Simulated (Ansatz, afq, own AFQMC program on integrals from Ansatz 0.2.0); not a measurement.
**Ge₂H₂ (triplet): AFQMC on the coupled-cluster ladder at angle Ge2–Ge1–H3 = 71.8°, cc-pVDZ**

Aim: compute Ge₂H₂ (triplet) with auxiliary-field quantum Monte Carlo on the same integrals as coupled cluster, and set the energies side by side.

Computed with Ansatz 0.2.0, Gaussian basis, and an in-house AFQMC program (afq) on its integrals; all values are calculated. Level: cc-pVDZ, frozen cores.

The runs, in order: PBE (unrestricted); r2SCAN (unrestricted); PBE0 (unrestricted); B3LYP (unrestricted); wB97M-V (unrestricted); B2PLYP (unrestricted); CCSD(T) on ROHF; CCSDT(Q) on ROHF; Phaseless AFQMC, CISD trial on ROHF; Phaseless AFQMC, single-determinant trial on ROHF; CCSD(T) on UHF; CCSDT(Q) on UHF; Phaseless AFQMC, CISD trial on UHF; Phaseless AFQMC, single-determinant trial on UHF; Free-projection AFQMC, CISD trial on UHF.

2 further runs of the same task are left out: 2 that didn't finish.

## (1) The geometry

The geometry derives from a PBE0/def2-TZVP stationary point (not a proven minimum). One angle is set to the value named; bond lengths are kept. No spin-orbit coupling is included. The filled d shell of Ge may be among the frozen orbitals whatever the setting's name suggests; the logs give the count.

4 atoms, charge 0, spin multiplicity 3.

Atoms are counted from 1 here; the program's logs count them from 0.

Bond lengths: Ge1–Ge2 2.407 Å, Ge1–H3 1.581 Å, Ge2–H4 1.581 Å. Angles: Ge2–Ge1–H3 71.8°, Ge1–Ge2–H4 103.7°.

## (2) PBE (unrestricted)

Contents of in.yaml:

```yaml
crystal:
  periodic: [false, false, false]
  atoms:
    - {symbol: Ge, position_ang: [0.000000, -0.391639, 1.144092]}
    - {symbol: Ge, position_ang: [0.000000, 0.388237, -1.132711]}
    - {symbol: H, position_ang: [0.000000, 1.189375, 1.163628]}
    - {symbol: H, position_ang: [0.000000, -0.944234, -1.983891]}
basis:
  gaussian: {orbitals: cc-pVDZ}
magnetization: {spin_polarized: true, initial_magnetization: 2}
hamiltonian: {xc: {name: PBE}}
output: {orbitals: {seedname: orbitals}}
```

The run is started by

```sh
$ ansatz run in.yaml --threads 1 --pin off --events-out ev --progress --plain --max-ram 1382MiB
```

Log:

```text
Functional definition: PBE
  name "PBE"
  cite "Perdew, Burke & Ernzerhof, Phys. Rev. Lett. 77, 3865 (1996) doi:10.1103/PhysRevLett.77.3865"
  parent pbe
  parameter kappa = 0.804
  parameter beta = 0.06672455060314922
  exchange = pbe_x(kappa = kappa, mu = beta*pi^2/3)
  correlation = pbe_c(beta = beta)
742 factors; integrals over basis functions are off by at most 1.3e-3 eV
mean field evaluation 1: about -113046.8528 eV, gradient 1.0e1 eV
mean field evaluation 2: about -113047.0739 eV, gradient 8.3e0 eV
mean field evaluation 4: about -113047.7091 eV, gradient 1.8e0 eV
mean field evaluation 8: about -113047.7374 eV, gradient 9.0e-2 eV
mean field evaluation 16: about -113047.7375 eV, gradient 2.7e-5 eV
mean field -113047.73745028 eV, -4154.4277247891 hartree, gradient 2.7e-5 eV, S^2 2.003107; 0 other end points of the search recorded, 0 dependent functions left out
reference -113047.73748078 eV, -4154.4277259099 hartree; 34, 32 occupied and 30, 32 virtual orbitals, 742 factors
Total energy: -113047.73748078 eV, -4154.4277259099 hartree
```

Run time: 2.7 s. Hardware: 1 thread of Arm Neoverse V2, shared host.

From the report: ⟨S²⟩ of the determinant 2.003 (pure triplet: 2.00).

## (3) r2SCAN (unrestricted)

in.yaml, as its differences from that of step 2:

```diff
@@ -10,3 +10,2 @@
 magnetization: {spin_polarized: true, initial_magnetization: 2}
-hamiltonian: {xc: {name: PBE}}
-output: {orbitals: {seedname: orbitals}}
+hamiltonian: {xc: {name: r2SCAN}}
```

Same command.

Log:

```text
Functional definition: r2SCAN
  name "r2SCAN"
  cite "Furness, Kaplan, Ning, Perdew & Sun, J. Phys. Chem. Lett. 11, 8208 (2020) doi:10.1021/acs.jpclett.0c02405"
  cite "Furness, Kaplan, Ning, Perdew & Sun, J. Phys. Chem. Lett. 11, 9248 (2020) doi:10.1021/acs.jpclett.0c03077"
  parent r2scan
  parameter k0 = 0.174
  parameter k1 = 0.065
  parameter a1 = 4.9479
  exchange = r2scan_x(k0 = k0, k1 = k1, a1 = a1)
  correlation = r2scan_c
742 factors; integrals over basis functions are off by at most 1.3e-3 eV
mean field evaluation 1: about -113063.5473 eV, gradient 8.6e0 eV
mean field evaluation 2: about -113063.8570 eV, gradient 5.9e0 eV
mean field evaluation 4: about -113064.1600 eV, gradient 1.4e0 eV
mean field evaluation 8: about -113064.1804 eV, gradient 1.6e-2 eV
mean field evaluation 16: about -113064.1804 eV, gradient 6.3e-5 eV
mean field -113064.18039330 eV, -4155.0319917998 hartree, gradient 6.3e-5 eV, S^2 2.008534; 0 other end points of the search recorded, 0 dependent functions left out
reference -113064.18040370 eV, -4155.0319921821 hartree; 34, 32 occupied and 30, 32 virtual orbitals, 742 factors
Total energy: -113064.18040370 eV, -4155.0319921821 hartree
```

Run time: 5.5 s. Hardware: 1 thread of Arm Neoverse V2, shared host.

From the report: ⟨S²⟩ of the determinant 2.009 (pure triplet: 2.00).

## (4) PBE0 (unrestricted)

in.yaml, as its differences from that of step 3:

```diff
@@ -10,2 +10,3 @@
 magnetization: {spin_polarized: true, initial_magnetization: 2}
-hamiltonian: {xc: {name: r2SCAN}}
+hamiltonian: {xc: {name: PBE0}}
+output: {orbitals: {seedname: orbitals}}
```

The command is unchanged.

Log:

```text
Functional definition: PBE0
  name "PBE0"
  cite "Adamo & Barone, J. Chem. Phys. 110, 6158 (1999) doi:10.1063/1.478522"
  cite "Perdew, Burke & Ernzerhof, Phys. Rev. Lett. 77, 3865 (1996) doi:10.1103/PhysRevLett.77.3865"
  parent pbe
  parameter a = 0.25
  parameter kappa = 0.804
  parameter beta = 0.06672455060314922
  exchange = (1 - a)*pbe_x(kappa = kappa, mu = beta*pi^2/3) + a*exact_x
  correlation = pbe_c(beta = beta)
742 factors; integrals over basis functions are off by at most 1.3e-3 eV
mean field evaluation 1: about -113050.0795 eV, gradient 7.3e0 eV
mean field evaluation 2: about -113050.4297 eV, gradient 3.7e0 eV
mean field evaluation 4: about -113050.5512 eV, gradient 6.6e-1 eV
mean field evaluation 8: about -113050.5665 eV, gradient 4.2e-2 eV
mean field evaluation 16: about -113050.5665 eV, gradient 1.6e-4 eV
mean field -113050.56652324 eV, -4154.5316913028 hartree, gradient 3.4e-5 eV, S^2 2.007020; 2 other end points of the search recorded, 0 dependent functions left out
reference -113050.56654618 eV, -4154.5316921458 hartree; 34, 32 occupied and 30, 32 virtual orbitals, 742 factors
Total energy: -113050.56654618 eV, -4154.5316921458 hartree
```

Run time: 3.7 s. Hardware: 1 thread of Arm Neoverse V2, shared host.

From the report: ⟨S²⟩ of the determinant 2.007 (pure triplet: 2.00).

## (5) B3LYP (unrestricted)

in.yaml, as its differences from that of step 4:

```diff
@@ -10,3 +10,2 @@
 magnetization: {spin_polarized: true, initial_magnetization: 2}
-hamiltonian: {xc: {name: PBE0}}
-output: {orbitals: {seedname: orbitals}}
+hamiltonian: {xc: {name: B3LYP}}
```

The command is unchanged.

Log, cut to the lines that bear on the results:

```text
Functional definition: B3LYP
  name "B3LYP"
  cite "Stephens, Devlin, Chabalowski & Frisch, J. Phys. Chem. 98, 11623 (1994) doi:10.1021/j100096a001"
  cite "Becke, Phys. Rev. A 38, 3098 (1988) doi:10.1103/PhysRevA.38.3098"
  cite "Lee, Yang & Parr, Phys. Rev. B 37, 785 (1988) doi:10.1103/PhysRevB.37.785"
  cite "Vosko, Wilk & Nusair, Can. J. Phys. 58, 1200 (1980) doi:10.1139/p80-159"
[...]
742 factors; integrals over basis functions are off by at most 1.3e-3 eV
[...]
mean field -113067.48120134 eV, -4155.1532942578 hartree, gradient 6.5e-5 eV, S^2 2.004363; 0 other end points of the search recorded, 0 dependent functions left out
reference -113067.48140378 eV, -4155.1533016973 hartree; 34, 32 occupied and 30, 32 virtual orbitals, 742 factors
Total energy: -113067.48140378 eV, -4155.1533016973 hartree
```

It took 3.1 s on 1 thread of Arm Neoverse V2, shared host.

From the report: ⟨S²⟩ of the determinant 2.004 (pure triplet: 2.00).

## (6) wB97M-V (unrestricted)

in.yaml, as its differences from that of step 5:

```diff
@@ -10,2 +10,3 @@
 magnetization: {spin_polarized: true, initial_magnetization: 2}
-hamiltonian: {xc: {name: B3LYP}}
+hamiltonian: {xc: {name: wB97M-V}}
+output: {orbitals: {seedname: orbitals}}
```

The command is unchanged.

Log, cut to the lines that bear on the results:

```text
Functional definition: wB97M-V
  name "wB97M-V"
  cite "Mardirossian & Head-Gordon, J. Chem. Phys. 144, 214110 (2016) doi:10.1063/1.4952647"
  cite "Becke, J. Chem. Phys. 107, 8554 (1997) doi:10.1063/1.475007"
  cite "Vydrov & Van Voorhis, J. Chem. Phys. 133, 244103 (2010) doi:10.1063/1.3521275"
  # Of w^i u^j: cxij and so on, Table III.
[...]
  gx(w, u) = 1 - cx + cx01*u + cx10*w
  gss(w, u) = css00 + css04*u^4 + css10*w + css20*w^2 + css43*w^4*u^3
  gos(w, u) = cos00 + cos10*w + (cos20 + cos21*u)*w^2 + (cos60 + cos61*u)*w^6
[...]
      + integral(e_c_pw_mod_opposite_spin*gos(b97_w_opposite, b97_u_opposite)) + vv10(b, c)
742 factors; integrals over basis functions are off by at most 1.3e-3 eV
200 factors; integrals over basis functions are off by at most 4.2e-6 eV
[...]
mean field -113058.31602852 eV, -4154.8164803692 hartree, gradient 5.4e-5 eV, S^2 2.009502; 2 other end points of the search recorded, 0 dependent functions left out
reference -113058.31606136 eV, -4154.8164815760 hartree; 34, 32 occupied and 30, 32 virtual orbitals, 742 factors
Total energy: -113058.31606136 eV, -4154.8164815760 hartree
```

Wall time 17 s (1 thread of Arm Neoverse V2, shared host); peak memory 0.31 GiB.

From the report: ⟨S²⟩ of the determinant 2.010 (pure triplet: 2.00).

## (7) B2PLYP (unrestricted)

in.yaml, as its differences from that of step 6:

```diff
@@ -10,3 +10,3 @@
 magnetization: {spin_polarized: true, initial_magnetization: 2}
-hamiltonian: {xc: {name: wB97M-V}}
-output: {orbitals: {seedname: orbitals}}
+hamiltonian: {xc: {name: B2PLYP}}
+correlation: {electrons: outside_noble_gas}
```

Same command.

Log, cut to the lines that bear on the results:

```text
Functional definition: B2PLYP
  name "B2PLYP"
  cite "Grimme, J. Chem. Phys. 124, 034108 (2006) doi:10.1063/1.2148954"
  cite "Becke, Phys. Rev. A 38, 3098 (1988) doi:10.1103/PhysRevA.38.3098"
  cite "Lee, Yang & Parr, Phys. Rev. B 37, 785 (1988) doi:10.1103/PhysRevB.37.785"
[...]
742 factors; integrals over basis functions are off by at most 1.3e-3 eV
[...]
mean field -113040.51903389 eV, -4154.1624528797 hartree, gradient 3.0e-6 eV, S^2 2.012837; 2 other end points of the search recorded, 0 dependent functions left out
28 core orbitals not correlated: weight in the atoms' cores, before any rotation towards them, 0.999 or more for the frozen orbitals, at most 0.000 for the correlated occupied ones
reference -113040.51916319 eV, -4154.1624576312 hartree; 6, 4 occupied and 30, 32 virtual orbitals, 742 factors
second order -5.26542575 eV of doubles, -0.00000000 eV of singles
Total energy: -113041.94082814 eV, -4154.2147028546 hartree
```

It took 4.1 s on 1 thread of Arm Neoverse V2, shared host.

From the report: ⟨S²⟩ of the determinant 2.013 (pure triplet: 2.00).

## (8) CCSD(T) on ROHF

in.yaml, as its differences from that of step 7:

```diff
@@ -9,4 +9,3 @@
   gaussian: {orbitals: cc-pVDZ}
-magnetization: {spin_polarized: true, initial_magnetization: 2}
-hamiltonian: {xc: {name: B2PLYP}}
-correlation: {electrons: outside_noble_gas}
+magnetization: {spin_polarized: false, initial_magnetization: 2}
+correlation: {method: ccsd_t, electrons: outside_noble_gas, hamiltonian_folder: ham}
```

The command is unchanged.

Log, cut to the lines that bear on the results:

```text
Functional definition: HF
  name "HF"
  cite "Fock, Z. Phys. 61, 126 (1930) doi:10.1007/BF01340294"
  parent pbe
[...]
742 factors; integrals over basis functions are off by at most 1.3e-3 eV
[...]
mean field -112974.79040055 eV, -4151.7469701568 hartree, gradient 7.5e-6 eV, S^2 2.000000; 6 other end points of the search recorded, 0 dependent functions left out
[...]
determinant -112974.79040055 eV, -4151.7469701568 hartree, with singles and doubles -112979.93980832 eV, -4151.9362074021 hartree
determinant -112972.52194309 eV, -4151.6636058830 hartree, with singles and doubles -112978.15734167 eV, -4151.8707029608 hartree
determinant -112972.48237854 eV, -4151.6621519125 hartree, with singles and doubles -112977.69951924 eV, -4151.8538782970 hartree
determinant -112971.86323758 eV, -4151.6393989018 hartree, with singles and doubles -112977.44161852 eV, -4151.8444006204 hartree
28 core orbitals not correlated: weight in the atoms' cores, before any rotation towards them, 1.000 or more for the frozen orbitals, at most 0.000 for the correlated occupied ones
reference -112974.79040055 eV, -4151.7469701568 hartree; 6, 4 occupied and 30, 32 virtual orbitals, 742 factors
second order -4.11261875 eV of doubles, -0.05757137 eV of singles
cycle   1  -5.15006716 eV  change   -6.6e-4 eV  update   2.7e-3
[...]
cycle  10  -5.15244701 eV  change   -7.3e-7 eV  update   6.3e-6
perturbative correction -0.20078156 eV, -0.0073785863 hartree
Total energy: -112980.14362912 eV, -4151.9436976781 hartree
```

It took 8 s on 1 thread of Arm Neoverse V2, shared host.

From the report: correlation -5.3532 eV; T1 0.044; largest double amplitude 0.08.

This run also writes the integrals to the folder ham.

## (9) CCSDT(Q) on ROHF

in.yaml, as its differences from that of step 8:

```diff
@@ -10,2 +10,2 @@
 magnetization: {spin_polarized: false, initial_magnetization: 2}
-correlation: {method: ccsd_t, electrons: outside_noble_gas, hamiltonian_folder: ham}
+correlation: {method: ccsdt_q, electrons: outside_noble_gas}
```

Launched as before.

Log, cut to the lines that bear on the results:

```text
Functional definition: HF
  name "HF"
  cite "Fock, Z. Phys. 61, 126 (1930) doi:10.1007/BF01340294"
  parent pbe
[...]
1295 factors; integrals over basis functions are off by at most 2.0e-7 eV
[...]
mean field -112974.79053381 eV, -4151.7469750541 hartree, gradient 2.6e-6 eV, S^2 2.000000; 6 other end points of the search recorded, 0 dependent functions left out
[...]
determinant -112974.79053381 eV, -4151.7469750541 hartree, with singles and doubles -112979.93994288 eV, -4151.9362123472 hartree
determinant -112972.52208325 eV, -4151.6636110336 hartree, with singles and doubles -112978.15747608 eV, -4151.8707079002 hartree
determinant -112972.48252905 eV, -4151.6621574436 hartree, with singles and doubles -112977.69967087 eV, -4151.8538838691 hartree
determinant -112971.86337583 eV, -4151.6394039826 hartree, with singles and doubles -112977.44175006 eV, -4151.8444054541 hartree
28 core orbitals not correlated: weight in the atoms' cores, before any rotation towards them, 1.000 or more for the frozen orbitals, at most 0.000 for the correlated occupied ones
reference -112974.79053381 eV, -4151.7469750541 hartree; 6, 4 occupied and 30, 32 virtual orbitals, 1295 factors
second order -4.11264284 eV of doubles, -0.05757128 eV of singles
cycle   1  -4.81596134 eV  change   -6.4e-1 eV  update   9.3e-2
[...]
cycle  21  -5.39922272 eV  change    8.4e-7 eV  update   2.9e-7
perturbative correction -0.01381162 eV, -0.0005075675 hartree
Total energy: -112980.20356814 eV, -4151.9459003967 hartree
```

It took 25 s on 1 thread of Arm Neoverse V2, shared host; peak memory 0.38 GiB.

From the report: correlation -5.4130 eV; T1 0.049; largest double amplitude 0.11.

## (10) Phaseless AFQMC, CISD trial on ROHF

It reads the integrals that the CCSD(T) run on this determinant wrote.

The run is started by

```sh
$ afq ham --method phaseless --trial cisd --walkers 60 --populations 1 --least-time 40 --time-step 0.005 --steps-per-block 50 --equilibration-blocks 28 --max-blocks 300 --target-error 0.00038 --factor-cut 1e-05 --start spin_pure --seed 1709 --release-times 0.24,0.51,0.99,1.62,2.4 --release-step 0.03 --release-every 4 --taylor-order 6
```

Log:

```text
orbitals 36  electrons 6 4  factors 296 of 742
reference energy -4151.74697016 Eh
CCSD correlation -0.18934870 Eh in 15 cycles, weight of the determinant in the CISD state 0.8316
energy of the start -4151.936316 Eh
 block  time / (1/Eh)  mean weight  energy / Eh
     1     0.250  1.0016  -4151.933640
     2     0.500  0.9989  -4151.933892
     3     0.750  1.0001  -4151.934400
     4     1.000  1.0011  -4151.934883
     5     1.250  1.0005  -4151.935163
     6     1.500  1.0016  -4151.936900
     7     1.750  1.0002  -4151.939317
     8     2.000  1.0008  -4151.943046
     9     2.250  1.0017  -4151.942228
    10     2.500  0.9988  -4151.941426
    17     4.250  0.9982  -4151.952902
    25     6.250  0.9989  -4151.948044
    33     8.250  0.9996  -4151.944319
    41    10.250  1.0001  -4151.941794
    49    12.250  0.9986  -4151.943051
    57    14.250  0.9982  -4151.944747
    65    16.250  1.0006  -4151.944015
    73    18.250  1.0013  -4151.944150
    81    20.250  1.0000  -4151.947747
    89    22.250  1.0009  -4151.942463
    97    24.250  1.0001  -4151.947614
   105    26.250  1.0005  -4151.946751
   113    28.250  0.9996  -4151.941327
   121    30.250  0.9993  -4151.944493
   129    32.250  0.9976  -4151.945917
   137    34.250  0.9983  -4151.945442
   145    36.250  1.0004  -4151.940429
   153    38.250  0.9995  -4151.949015
   161    40.250  0.9995  -4151.950869
   169    42.250  0.9999  -4151.947211
   177    44.250  0.9982  -4151.944533
   185    46.250  0.9977  -4151.944562
   193    48.250  0.9981  -4151.946787
   201    50.250  1.0034  -4151.941983
   209    52.250  1.0001  -4151.943733
   217    54.250  1.0014  -4151.946980
   225    56.250  1.0006  -4151.941980
   233    58.250  1.0011  -4151.946456
   241    60.250  1.0011  -4151.947704
   249    62.250  1.0003  -4151.945429
   257    64.250  1.0013  -4151.940758
   265    66.250  0.9988  -4151.941610
   273    68.250  1.0009  -4151.945175
   281    70.250  1.0005  -4151.948284
   289    72.250  0.9985  -4151.951427
   297    74.250  0.9990  -4151.944161
   305    76.250  1.0002  -4151.944956
   313    78.250  1.0004  -4151.943631
   321    80.250  0.9997  -4151.944170
blocks merged  error / Eh  count
     1  0.000187  300
     2  0.000242  150
     4  0.000298  75
     8  0.000378  37
    16  0.000452  18
    32  0.000442  9
released: time / (1/Eh)  energy / Eh  error  mean overlap
  0.24  -4151.945411  0.000365  0.9998
  0.51  -4151.945331  0.000503  0.9954
  0.99  -4151.945336  0.000309  0.9978
  1.62  -4151.945591  0.000429  1.0001
  2.40  -4151.945121  0.000511  1.0051
energy -4151.945005 +/- 0.000452 Eh
```

It took 5.6 min on 1 thread of Arm Neoverse V2, shared host.

Energy -112980.1792 ± 0.0123 eV. Caveats: constraint bias not in the error.

## (11) Phaseless AFQMC, single-determinant trial on ROHF

It reads the integrals that the CCSD(T) run on this determinant wrote.

The run is started by

```sh
$ afq ham --method phaseless --trial hf --walkers 120 --populations 1 --least-time 40 --time-step 0.005 --steps-per-block 20 --equilibration-blocks 112 --max-blocks 600 --target-error 0.00114 --factor-cut 1e-05 --start spin_pure --seed 340 --taylor-order 6
```

Log:

```text
orbitals 36  electrons 6 4  factors 296 of 742
reference energy -4151.74697016 Eh
CCSD correlation -0.18934870 Eh in 15 cycles, weight of the determinant in the CISD state 0.8316
energy of the start -4151.746987 Eh
 block  time / (1/Eh)  mean weight  energy / Eh
     1     0.100  0.9995  -4151.773567
     2     0.200  1.0000  -4151.793057
     3     0.300  1.0001  -4151.810675
     4     0.400  1.0008  -4151.829606
     5     0.500  1.0015  -4151.845193
     6     0.600  1.0008  -4151.859520
     7     0.700  1.0013  -4151.865346
     8     0.800  1.0010  -4151.874091
     9     0.900  0.9996  -4151.876678
    10     1.000  1.0004  -4151.884400
    18     1.800  0.9993  -4151.899026
    35     3.500  0.9999  -4151.934898
    52     5.200  1.0008  -4151.952963
    69     6.900  0.9991  -4151.965768
    86     8.600  1.0006  -4151.958365
   103    10.300  1.0003  -4151.954924
   120    12.000  1.0005  -4151.952657
   137    13.700  0.9989  -4151.949754
   154    15.400  1.0010  -4151.938721
   171    17.100  0.9995  -4151.949503
   188    18.800  1.0002  -4151.933466
   205    20.500  1.0003  -4151.946920
   222    22.200  1.0007  -4151.947650
   239    23.900  0.9990  -4151.945304
   256    25.600  0.9985  -4151.932073
   273    27.300  0.9988  -4151.941189
   290    29.000  1.0001  -4151.951242
   307    30.700  1.0001  -4151.915464
   324    32.400  1.0004  -4152.005853
   341    34.100  1.0017  -4151.926543
   358    35.800  0.9990  -4151.969146
   375    37.500  0.9992  -4151.940607
   392    39.200  1.0010  -4151.961511
   409    40.900  0.9982  -4151.939003
   426    42.600  0.9993  -4151.938630
   443    44.300  1.0004  -4151.932682
   460    46.000  1.0001  -4151.945269
   477    47.700  0.9998  -4151.922574
   494    49.400  1.0002  -4151.944373
   511    51.100  1.0002  -4151.954223
   528    52.800  1.0000  -4151.927894
   545    54.500  0.9991  -4151.931121
   562    56.200  0.9994  -4151.936816
   579    57.900  0.9991  -4151.953439
   596    59.600  0.9987  -4151.945067
   613    61.300  1.0006  -4151.927798
   630    63.000  1.0002  -4151.934080
   647    64.700  0.9988  -4151.950681
   664    66.400  0.9997  -4151.932303
   681    68.100  1.0003  -4151.938352
   698    69.800  1.0002  -4151.954221
blocks merged  error / Eh  count
     1  0.000499  600
     2  0.000669  300
     4  0.000880  150
     8  0.001130  75
    16  0.001297  37
    32  0.001372  18
    64  0.001552  9
energy -4151.939709 +/- 0.001372 Eh
```

It took 3.3 min on 1 thread of Arm Neoverse V2, shared host.

Energy -112980.0351 ± 0.0373 eV. Caveats: constraint bias not in the error.

(Part 1 of 2 ends here.)
